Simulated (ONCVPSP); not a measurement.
# Copper: generating and testing an ONCV potential

Aim: build the potential from the settings below, then test how well it stands in for the atom: other configurations, scattering, ghost states and the plane-wave cutoff that it needs.

The numbers are computed with ONCVPSP 4.0.1.1 (patched build) (PBE, scalar-relativistic, spin-unpolarised reference atom).

### 1 The atom and the settings

Typed settings, in words:

```
element                 : copper (Cu, Z = 29)
type                    : optimised norm-conserving Vanderbilt (ONCV)
frozen core             : [Ne]
valence charge          : 19
reference configuration : 3s2 3p6 3d10 4s0.75 4p0.25
partial waves           : 3s+4s: rc 1.00 bohr, ncon 4, nbas 8, qcut 14.3 1/bohr, 2 projectors; 3p+4p: rc 1.30 bohr, ncon 4, nbas 7, qcut 9 1/bohr, 2 projectors; 3d: rc 1.30 bohr, ncon 5, nbas 10, qcut 9.5 1/bohr, 2 projectors, debl 3.4 Ha
local potential         : polynomial inside 0.90 bohr (lpopt 1, dvloc0 1 Ha)
core correction         : Teter function, fcfact 4.5, rcfact 1.5
```

The nodes and maxima of the atom's own shells, from an earlier all-electron run, set the scale for the radii.

All-electron outer shells of the reference configuration (PBE, scalar-relativistic, ld1.x):

| shell | level (eV) | outermost node (bohr) | outermost maximum (bohr) |
| --- | --- | --- | --- |
| 2s | -1063.03 | 0.07 | 0.20 |
| 2p | -917.54 | – | 0.16 |
| 3s | -115.30 | 0.29 | 0.61 |
| 3p | -72.75 | 0.26 | 0.62 |
| 3d | -5.64 | – | 0.60 |
| 4s | -5.04 | 0.89 | 2.24 |
| 4p | -1.02 | 0.97 | 3.56 |

### 2 Generating the potential

File Cu.dat:

```
# ATOM AND REFERENCE CONFIGURATION
# atsym  z   nc   nv     iexc    psfile
  Cu 29.00    3    5        4      upf
#
#   n    l    f
    1    0    2.00
    2    0    2.00
    2    1    6.00
    3    0    2.00
    3    1    6.00
    3    2   10.00
    4    0    0.75
    4    1    0.25
#
# PSEUDOPOTENTIAL AND OPTIMIZATION
# lmax
    2
#
#   l,   rc,      ep,       ncon, nbas, qcut
    0    1.00    0.00    4    8   14.30
    1    1.30    0.00    4    7    9.00
    2    1.30    0.00    5   10    9.50
#
# LOCAL POTENTIAL
# lloc, lpopt,  rc(5),   dvloc0
    4    1    0.90    1.00
#
# VANDERBILT-KLEINMAN-BYLANDER PROJECTORs
# l, nproj, debl
    0    2    0.90
    1    2    1.20
    2    2    3.40
#
# MODEL CORE CHARGE
# icmod, fcfact, rcfact
    3    4.50    1.50
#
# LOG DERIVATIVE ANALYSIS
# epsh1, epsh2, depsh
   -6.00    5.00    0.04
#
# OUTPUT GRID
# rlmax, drl
    6.00    0.01
#
# TEST CONFIGURATIONS
# ncnf
    4
# nvcnf
#   n    l    f
    5
    3    0    2.00
    3    1    6.00
    3    2   10.00
    4    0    1.00
    4    1    0.00
#
    5
    3    0    2.00
    3    1    6.00
    3    2   10.00
    4    0    0.00
    4    1    0.00
#
    5
    3    0    2.00
    3    1    6.00
    3    2    9.00
    4    0    0.00
    4    1    0.00
#
    5
    3    0    2.00
    3    1    6.00
    3    2    9.00
    4    0    1.00
    4    1    1.00
#
```

Started as:

```console
oncvpsp.x < Cu.dat > Cu.out
```

What the program wrote to Cu.out (without the consistency checks and plot data):

```text
ONCVPSP  (Optimized Norm-Conservinng Vanderbilt PSeudopotential)
scalar-relativistic version 4.0.1.1, modified

#   n    l    f        energy (Ha)
    1    0    2.00    -3.2529656E+02
    2    0    2.00    -3.9065817E+01
    2    1    6.00    -3.3718988E+01
    3    0    2.00    -4.2373485E+00
    3    1    6.00    -2.6734696E+00
    3    2   10.00    -2.0720347E-01
    4    0    0.75    -1.8521822E-01
    4    1    0.25    -3.7557355E-02

Reference configufation results
  iterations    46
  all-electron total energy (Ha)   -1.65481287D+03

Begin loop to  construct optimized pseudo wave functions
and semi-local pseudopoentials for all angular momenta

Calculating optimized projector #   1

 for l=   0

    Fraction of norm inside rc  0.863711
    Optimizing pswf for qcut=  14.28 a_B^-1,  ecut= 102.01 Ha
    Residual kinetic energy error=  1.06D-07 Ha

    Energy error per electron        Cutoff
         Ha          eV             Ha
         0.01000     0.27211       51.77
         0.00100     0.02721       65.98
         0.00010     0.00272       77.45
         0.00001     0.00027       86.59

Calculating optimized projector #   2

 for l=   0

    Fraction of norm inside rc  0.023166
    Optimizing pswf for qcut=  14.28 a_B^-1,  ecut= 102.01 Ha
    Residual kinetic energy error=  2.22D-08 Ha

    Energy error per electron        Cutoff
         Ha          eV             Ha
         0.01000     0.27211       32.82
         0.00100     0.02721       52.35
         0.00010     0.00272       67.48
         0.00001     0.00027       79.68

Calculating optimized projector #   1

 for l=   1

    Fraction of norm inside rc  0.944366
    Optimizing pswf for qcut=   8.99 a_B^-1,  ecut=  40.39 Ha
    Residual kinetic energy error=  1.63D-04 Ha

    Energy error per electron        Cutoff
         Ha          eV             Ha
         0.01000     0.27211       29.55
         0.00100     0.02721       35.80
         0.00010     0.00272       47.03
         0.00001     0.00027       88.54

Calculating optimized projector #   2

 for l=   1

    Fraction of norm inside rc  0.008973
    Optimizing pswf for qcut=   8.99 a_B^-1,  ecut=  40.39 Ha
    Residual kinetic energy error=  7.50D-06 Ha

    Energy error per electron        Cutoff
         Ha          eV             Ha
         0.01000     0.27211       15.93
         0.00100     0.02721       25.75
         0.00010     0.00272       33.47
         0.00001     0.00027       39.61

   Wellstate for l =  2  n =  5
     eigenvalue =   3.1928
     asymptotic potential =   3.6928
     half-point radius =  2.7794

Calculating optimized projector #   1

 for l=   2

    Fraction of norm inside rc  0.751348
    Optimizing pswf for qcut=   9.50 a_B^-1,  ecut=  45.14 Ha
    Residual kinetic energy error=  4.63D-03 Ha

    Energy error per electron        Cutoff
         Ha          eV             Ha
         0.01000     0.27211       42.13
         0.00100     0.02721      133.80
         0.00010     0.00272      220.79
         0.00001     0.00027      284.06

Calculating optimized projector #   2

 for l=   2

    Fraction of norm inside rc  0.099764
    Optimizing pswf for qcut=   9.50 a_B^-1,  ecut=  45.14 Ha
    Residual kinetic energy error=  9.00D-03 Ha

    Energy error per electron        Cutoff
         Ha          eV             Ha
         0.01000     0.27211       44.65
         0.00100     0.02721      111.19
         0.00010     0.00272      255.03
         0.00001     0.00027      283.54

Construct Vanderbilt / Kleinmman-Bylander projectors

B matrix Hermiticity error, ll=   0
   1   2    4.4461E-04

  Orthonormal projector coefficients  1.8772E+01 -2.5257E-01

B matrix Hermiticity error, ll=   1
   1   2    1.2849E-04

  Orthonormal projector coefficients -1.6977E+00 -6.2468E-01

B matrix Hermiticity error, ll=   2
   1   2   -3.6074E-04

  Orthonormal projector coefficients -1.1450E+01 -4.8294E+00

Model core correction analysis
  based on d2Exc/dn_idn_j

d2excae - all-electron derivatives

   -4.335279D-02   -4.011277D-02   -2.763008D-02   -1.605788D-03
   -3.937787D-04
   -4.011295D-02   -3.845535D-02   -2.730910D-02   -1.950429D-03
   -4.525558D-04
   -2.763044D-02   -2.730932D-02   -2.472869D-02   -7.496440D-03
   -2.573853D-03
   -1.605614D-03   -1.950019D-03   -7.494574D-03   -3.541053D-02
   -2.397193D-02
   -3.937754D-04   -4.525201D-04   -2.572810D-03   -2.394248D-02
   -3.594274D-02

d2excps - pseudofunction derivatives with no core correction

   -4.509972D-02   -4.197924D-02   -2.884871D-02   -1.846177D-03
   -4.581057D-04
   -4.197939D-02   -3.953473D-02   -2.858302D-02   -2.131657D-03
   -4.904989D-04
   -2.884898D-02   -2.858317D-02   -2.567090D-02   -7.428142D-03
   -2.565062D-03
   -1.846017D-03   -2.131262D-03   -7.426275D-03   -3.542208D-02
   -2.397610D-02
   -4.581065D-04   -4.904664D-04   -2.564035D-03   -2.394664D-02
   -3.594073D-02

rms 2nd derivative error    8.599875E-04

rmatch, rhocmatch    0.3693   56.6439

Teter function model core charge with specified parameters

d2excps - pseudofunction derivatives with core correction

   -3.961328D-02   -3.741581D-02   -2.760426D-02   -1.554816D-03
   -3.856430D-04
   -3.741590D-02   -3.580842D-02   -2.753909D-02   -1.888616D-03
   -4.312850D-04
   -2.760442D-02   -2.753918D-02   -2.535370D-02   -7.357562D-03
   -2.547759D-03
   -1.554637D-03   -1.888203D-03   -7.355695D-03   -3.540706D-02
   -2.397233D-02
   -3.856378D-04   -4.312482D-04   -2.546732D-03   -2.394288D-02
   -3.593981D-02

rms 2nd derivative error    1.201488E-03

Pseudoatom total energy -191.356782

Diagnostic tests using Vanderbilt-Kleinman-Bylander pseudopotentials
  1 or more projectors used as specified by nproj input data

   l    rcore       rmatch      e in        delta e   norm test  slope test

   0   1.0029254   1.0333764  -4.2373485  -0.0000375   1.0002616   1.0002635
   0   1.0029254   1.0333764  -0.1852182   0.0000068   1.0000600   1.0000752

   1   1.3049077   1.3445275  -2.6734696  -0.0000141   1.0002346   1.0002307
   1   1.3049077   1.3445275  -0.0375574   0.0000017   1.0000545   1.0000531

   2   1.3049077   1.3445275  -0.2072035  -0.0000028   1.0001195   1.0001280
   2   1.3049077   1.3445275   3.1927965   0.0000911   1.0002184   1.0002184

 Testing for bound ghosts
   n   l    E NL Schr. Eq   E Basis Diag.   E Cutoff

   1   0       -4.237386       -4.237340    261.64
   2   0       -0.185211        0.249255    261.64

   2   1       -2.673484       -2.673477    131.55
   3   1       -0.037556        0.255455    131.55

   3   2       -0.207206       -0.201188    325.52

 Testing for highly-localized positive-energy ghosts
       l    <radius>/rc     E Basis Diag.   E Cutoff

Test configuration 0

   n   l     f        eae           eps        diff
   1   0  2.0000 -325.29655618
   2   0  2.0000  -39.06581687
   2   1  6.0000  -33.71898781
   3   0  2.0000   -4.23734846   -4.23738598   -3.75D-05
   3   1  6.0000   -2.67346961   -2.67348371   -1.41D-05
   3   2 10.0000   -0.20720347   -0.20720628   -2.80D-06
   4   0  0.7500   -0.18521822   -0.18521145    6.78D-06
   4   1  0.2500   -0.03755736   -0.03755569    1.66D-06

    Total energies and differences
      AE_ref= -1.65481287D+03  AE_tst= -1.65481287D+03  dif=  0.00D+00
      PS_ref= -1.91356782D+02  PS_tst= -1.91356782D+02  dif=  1.29D-11
      PSP excitation error= -1.29D-11

Test configuration 1

   n   l     f        eae           eps        diff
   1   0  2.0000 -325.27451999
   2   0  2.0000  -39.04522397
   2   1  6.0000  -33.69828223
   3   0  2.0000   -4.21529237   -4.21541238   -1.20D-04
   3   1  6.0000   -2.65123870   -2.65133150   -9.28D-05
   3   2 10.0000   -0.18516466   -0.18513752    2.71D-05
   4   0  1.0000   -0.16941097   -0.16943926   -2.83D-05

    Total energies and differences
      AE_ref= -1.65481287D+03  AE_tst= -1.65484922D+03  dif= -3.64D-02
      PS_ref= -1.91356782D+02  PS_tst= -1.91393118D+02  dif= -3.63D-02
      PSP excitation error= -1.51D-05

Test configuration 2

   n   l     f        eae           eps        diff
   1   0  2.0000 -325.59186900
   2   0  2.0000  -39.35290449
   2   1  6.0000  -34.00678728
   3   0  2.0000   -4.53200588   -4.53160804    3.98D-04
   3   1  6.0000   -2.96913099   -2.96871837    4.13D-04
   3   2 10.0000   -0.50194273   -0.50209515   -1.52D-04

    Total energies and differences
      AE_ref= -1.65481287D+03  AE_tst= -1.65454971D+03  dif=  2.63D-01
      PS_ref= -1.91356782D+02  PS_tst= -1.91093747D+02  dif=  2.63D-01
      PSP excitation error=  1.27D-04

Test configuration 3

psatom: WARNING lschvkbb convergence error n,l,iter=   3   1   3
ea(ii),et,emin,emax -3.755569E-02 -4.131126E-02 -4.131126E-02 -4.131126E-02
run_config: WARNING for fully non-local PS atom, stg. 1
 WARNING no output for configuration 4

Test configuration 4

   n   l     f        eae           eps        diff
   1   0  2.0000 -325.54362791
   2   0  2.0000  -39.33152064
   2   1  6.0000  -33.98272063
   3   0  2.0000   -4.48747822   -4.48711893    3.59D-04
   3   1  6.0000   -2.91886881   -2.91855672    3.12D-04
   3   2  9.0000   -0.42582113   -0.42450670    1.31D-03
   4   0  1.0000   -0.26246924   -0.26273255   -2.63D-04
   4   1  1.0000   -0.07749911   -0.07754172   -4.26D-05

    Total energies and differences
      AE_ref= -1.65481287D+03  AE_tst= -1.65459886D+03  dif=  2.14D-01
      PS_ref= -1.91356782D+02  PS_tst= -1.91143303D+02  dif=  2.13D-01
      PSP excitation error=  5.37D-04
```

Wall time 6.4 s (1 thread of Neoverse-N1, shared host).

Partial waves on a coarse radial grid (AE all-electron, PS pseudo):

| r (bohr) | 3d AE | 3d PS | 3s AE | 3s PS |
| --- | --- | --- | --- | --- |
| 0.065 | 0.0384 | 0.0041 | 0.0357 | 0.0879 |
| 0.130 | 0.1786 | 0.0306 | -0.6283 | 0.1972 |
| 0.195 | 0.3702 | 0.0946 | -0.6316 | 0.3410 |
| 0.260 | 0.5590 | 0.2018 | -0.2212 | 0.5196 |
| 0.325 | 0.7164 | 0.3498 | 0.2913 | 0.7194 |
| 0.390 | 0.8336 | 0.5272 | 0.7361 | 0.9175 |
| 0.455 | 0.9117 | 0.7133 | 1.0531 | 1.0886 |
| 0.520 | 0.9557 | 0.8818 | 1.2396 | 1.2124 |
| 0.585 | 0.9722 | 1.0109 | 1.3166 | 1.2774 |
| 0.650 | 0.9685 | 1.0905 | 1.3135 | 1.2837 |
| 0.715 | 0.9505 | 1.1201 | 1.2567 | 1.2403 |
| 0.780 | 0.9230 | 1.1030 | 1.1674 | 1.1605 |
| 0.845 | 0.8895 | 1.0462 | 1.0614 | 1.0593 |
| 0.910 | 0.8525 | 0.9632 | 0.9494 | 0.9490 |
| 0.975 | 0.8140 | 0.8749 | 0.8389 | 0.8386 |
| 1.040 | 0.7751 | 0.7994 | 0.7340 | 0.7338 |
| 1.105 | 0.7367 | 0.7428 | 0.6373 | 0.6371 |
| 1.170 | 0.6993 | 0.7000 | 0.5498 | 0.5497 |
| 1.235 | 0.6633 | 0.6633 | 0.4720 | 0.4718 |
| 1.300 | 0.6289 | 0.6288 | 0.4034 | 0.4033 |
| 1.365 | 0.5961 | 0.5960 | 0.3437 | 0.3436 |
| 1.430 | 0.5650 | 0.5649 | 0.2918 | 0.2918 |
| 1.495 | 0.5355 | 0.5355 | 0.2472 | 0.2471 |
| 1.560 | 0.5077 | 0.5077 | 0.2090 | 0.2089 |
| 1.625 | 0.4815 | 0.4814 | 0.1763 | 0.1763 |
| 1.690 | 0.4567 | 0.4567 | 0.1485 | 0.1485 |

Densities times 4π (e/bohr³); a dash where the program caps the true core:

| r (bohr) | pseudo valence | true core | model core |
| --- | --- | --- | --- |
| 0.065 | 5.445 | – | 244 |
| 0.195 | 21.27 | – | 171.5 |
| 0.325 | 46.71 | 122 | 82.51 |
| 0.455 | 66.16 | 12.44 | 25.49 |
| 0.585 | 65.31 | 1.171 | 4.345 |
| 0.715 | 48.03 | 0.1077 | 0.2575 |
| 0.845 | 28.31 | 0.009891 | 0.0005935 |
| 0.975 | 14.5 | 0.0009202 | 0.003637 |
| 1.105 | 7.633 | 8.722e-05 | 5.743e-06 |
| 1.235 | 4.412 | 8.347e-06 | 0.0002268 |
| 1.365 | 2.685 | 8.476e-07 | 4.438e-06 |
| 1.495 | 1.704 | 1e-07 | 2.537e-05 |
| 1.625 | 1.127 | 0 | 2.028e-06 |

### 3 The configuration tests of the same run

1 test gave no usable energy difference (3s2 3p6 3d9 4s0 4p0).

Excitation and ionisation energies from 3s2 3p6 3d10 4s0.75 4p0.25, with the error of the potential.

| valence configuration | charge | ΔE all-electron (eV) | error AE − PS (meV) |
| --- | --- | --- | --- |
| 3s2 3p6 3d10 4s1 4p0 | 0 | -0.989 | -0.4 |
| 3s2 3p6 3d10 4s0 4p0 | +1 | 7.161 | +3.5 |
| 3s2 3p6 3d9 4s1 4p1 | 0 | 5.824 | +15 |

### 4 Does it scatter like the atom?

Taken from the files of the generation run. The phase is arctan(r·R′/R) of the radial function R, unwrapped, with energies in Ha. A pole is an energy at which the radial function vanishes at the test radius. The pseudo phase is shifted by a multiple of π to meet the all-electron one at the reference energy. Levels narrower than the energy grid can be missing from the poles. The last column is the largest difference on the grid between −0.5 and +0.5 Ha.

| channel | radius (bohr) | reference (Ha) | poles AE | poles PS | window around the reference with phases within 0.05 rad (Ha) | largest difference near zero (rad) |
| --- | --- | --- | --- | --- | --- | --- |
| s | 1.01 | -0.19 | -2.22 | -2.22 | the whole range | 0.000 |
| p | 1.32 | -0.04 | -2.15 | -2.15 | the whole range | 0.000 |
| d | 1.32 | -0.21 | 0.59 | 0.60 | the whole range | 0.000 |

Phases (rad) along the scan:

| E (Ha) | d AE | d PS | s AE | s PS |
| --- | --- | --- | --- | --- |
| -5.96 | 1.295 | 1.295 | -0.176 | -0.176 |
| -5.40 | 1.277 | 1.277 | -0.690 | -0.690 |
| -4.84 | 1.255 | 1.255 | -1.039 | -1.039 |
| -4.28 | 1.228 | 1.228 | -1.247 | -1.247 |
| -3.72 | 1.192 | 1.192 | -1.378 | -1.378 |
| -3.16 | 1.143 | 1.144 | -1.468 | -1.468 |
| -2.60 | 1.071 | 1.071 | -1.534 | -1.534 |
| -2.04 | 0.949 | 0.950 | -1.587 | -1.587 |
| -1.48 | 0.700 | 0.700 | -1.631 | -1.631 |
| -0.92 | 0.044 | 0.044 | -1.671 | -1.671 |
| -0.36 | -0.952 | -0.952 | -1.708 | -1.708 |
| 0.20 | -1.411 | -1.411 | -1.744 | -1.744 |
| 0.76 | -1.622 | -1.621 | -1.781 | -1.781 |
| 1.32 | -1.765 | -1.765 | -1.820 | -1.820 |
| 1.88 | -1.904 | -1.904 | -1.863 | -1.863 |
| 2.44 | -2.080 | -2.080 | -1.913 | -1.913 |
| 3.00 | -2.363 | -2.363 | -1.972 | -1.972 |
| 3.56 | -2.867 | -2.867 | -2.046 | -2.046 |
| 4.12 | -3.525 | -3.524 | -2.140 | -2.141 |
| 4.68 | -3.983 | -3.981 | -2.267 | -2.268 |

### 5 Plane-wave cutoff and ghosts

From the same output: the cutoffs (Ha) at which the residual kinetic energy of the hardest occupied pseudo-wave falls to 1 and 0.1 mHa per electron are 134 Ha and 221 Ha.

The program's own ghost test: no bound ghost flagged; no localised positive-energy state flagged.

Cutoff (Ha) at which the first wave of each channel reaches a given error (Ha per electron):

| error | s | p | d |
| --- | --- | --- | --- |
| 1.0e-02 | 51.8 | 29.6 | 42.1 |
| 3.2e-03 | 59.2 | 33.0 | 49.6 |
| 1.0e-03 | 66.0 | 35.8 | 133.8 |
| 3.2e-04 | 72.0 | 38.6 | 203.2 |
| 1.0e-04 | 77.4 | 47.0 | 220.8 |
| 3.2e-05 | 82.3 | 78.9 | 234.0 |
| 1.0e-05 | 86.6 | 88.5 | 284.1 |

### 6 Summary of results

```
                                                quantity                                               value
  cutoffs for 1 and 0.1 mHa per electron, occupied waves                                   134 Ha and 221 Ha
                                            bound ghosts                                          none found
                                          GHOST(+) flags                                  none at low energy
                            largest test error (AE − PS)  +15 meV, for 3s2 3p6 3d9 4s1 4p1 (1 test unsolved)
largest phase difference near zero energy, channels read                                           0.000 rad
 rms error of d²Exc/dn², without and with the model core                                   0.86 and 1.20 mHa
```

**Reading.** By total energies transferability is good where solved: the largest error is 15 meV on 5.8 eV, for 3s2 3p6 3d9 4s1 4p1. Of the tests 1 gave no usable energy difference, which is a warning in itself. The potential is very hard: the looser tolerance needs 134 Ha. At the looser tolerance the 3d wave is the slowest; 3s needs 66 Ha. No bound ghost shows below the valence levels. Near zero energy the phases of the channels with partial waves agree within 0.001 rad.
